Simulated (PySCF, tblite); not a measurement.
# C₂H₁₃N₃OSi₃: geometry, infrared bands and NMR shifts

What infrared bands and NMR shifts should C₂H₁₃N₃OSi₃ (`C[Si]1(C)N[SiH2]N[Si@H](O)N1`) show?

Programs: tblite 0.8.0 and PySCF 2.14.0, with density-fitted response routines of our own. Each step states its level of theory. These are calculated values for one molecule in the gas phase, unless marked as measured. Atoms are numbered from 0 throughout.

### 1 Starting geometry

22 atoms, charge 0, multiplicity 1; geometry from: force field or distance geometry start.

Bonds of the start (Å): C0–Si1 1.87, Si1–C2 1.84, Si1–N3 1.80, N3–Si4 1.80, Si4–N5 1.79, N5–Si6 1.80, Si6–O7 1.71, Si6–N8 1.79, N8–Si1 1.77, C0–H9 1.13, C0–H10 1.10, C0–H11 1.12, C2–H12 1.12, C2–H13 1.10, C2–H14 1.11, N3–H15 1.05, Si4–H16 1.45, Si4–H17 1.49, N5–H18 1.03, Si6–H19 1.47, O7–H20 0.99, N8–H21 1.03.

### 2 Optimising the geometry with GFN2-xTB

What the job is given:

```
{"job": {"kind": "relax", "xc": "GFN2-xTB", "basis": "xTB"}, "charge": 0, "multiplicity": 1}
C     -2.317200    -1.037100     0.165200
Si    -0.908500     0.194500     0.083800
C     -1.504100     1.936400     0.172000
N      0.164700    -0.218600     1.470600
Si     1.303800    -1.449500     0.818400
N      2.581200    -0.506800    -0.006300
Si     1.737300     0.471800    -1.257100
O      1.763100     2.100900    -0.730300
N      0.022000    -0.015800    -1.412900
H     -3.228100    -0.518600    -0.245000
H     -2.068600    -1.936600    -0.425400
H     -2.468300    -1.294200     1.245000
H     -2.357100     2.019100    -0.556500
H     -1.930800     2.216200     1.143000
H     -0.733400     2.681200    -0.129500
H     -0.360300    -0.571800     2.310300
H      1.803800    -2.367800     1.821700
H      0.605900    -2.207300    -0.257300
H      3.341200    -1.086700    -0.390800
H      2.450900     0.335100    -2.538900
H      2.196200     2.218700     0.157300
H     -0.104100    -0.943700    -1.839000
```

The run is started by

```bash
OMP_NUM_THREADS=1 python probes_run.py task.json out
```

This one command runs all jobs of the session in turn.

**Question.** This job is followed by: GFN2-xTB harmonic vibrations, gas phase; GIAO PBE0/pcSseg-1 NMR shielding, non-relativistic, gas phase. What will the session give for the following? strongest single infrared mode (GFN2-xTB); zero-point energy (GFN2-xTB); ¹³C shifts against TMS (PBE0/pcSseg-1); ¹H shifts against TMS (PBE0/pcSseg-1, means over atoms taken as alike); ²⁹Si shifts against TMS (PBE0/pcSseg-1); ¹⁵N shifts against NH3 (PBE0/pcSseg-1); ¹⁷O shifts against H2O (PBE0/pcSseg-1).

As calculated:

| quantity | value |
| --- | --- |
| strongest single infrared mode (GFN2-xTB) | 1183 cm⁻¹, 563 km/mol |
| zero-point energy (GFN2-xTB) | 100.6 kcal/mol |
| ¹³C shifts against TMS (PBE0/pcSseg-1) | 6.4, 1.3 ppm |
| ¹H shifts against TMS (PBE0/pcSseg-1, means over atoms taken as alike) | 5.42, 5.42, 4.91, 1.92, 0.73, 0.18, 0.04, 0.03, 0.01 ppm |
| ²⁹Si shifts against TMS (PBE0/pcSseg-1) | -4.7, -37.8, -41.9 ppm |
| ¹⁵N shifts against NH3 (PBE0/pcSseg-1) | 60.4, 36.0, 31.6 ppm |
| ¹⁷O shifts against H2O (PBE0/pcSseg-1) | 67.7 ppm |

In words: The optimisation took 280 steps and gained 1.459 eV; among the close pairs (by a distance rule), Si6–O7 changed most, from 1.712 to 1.630 Å. All 60 modes are real, so the xTB geometry is a minimum. The strongest single mode, at 1183 cm⁻¹, is carried by H21, H15, N8, N3. Unscaled tight-binding wavenumbers are off by several per cent, some by more. Its intensities can rank the bands wrongly.
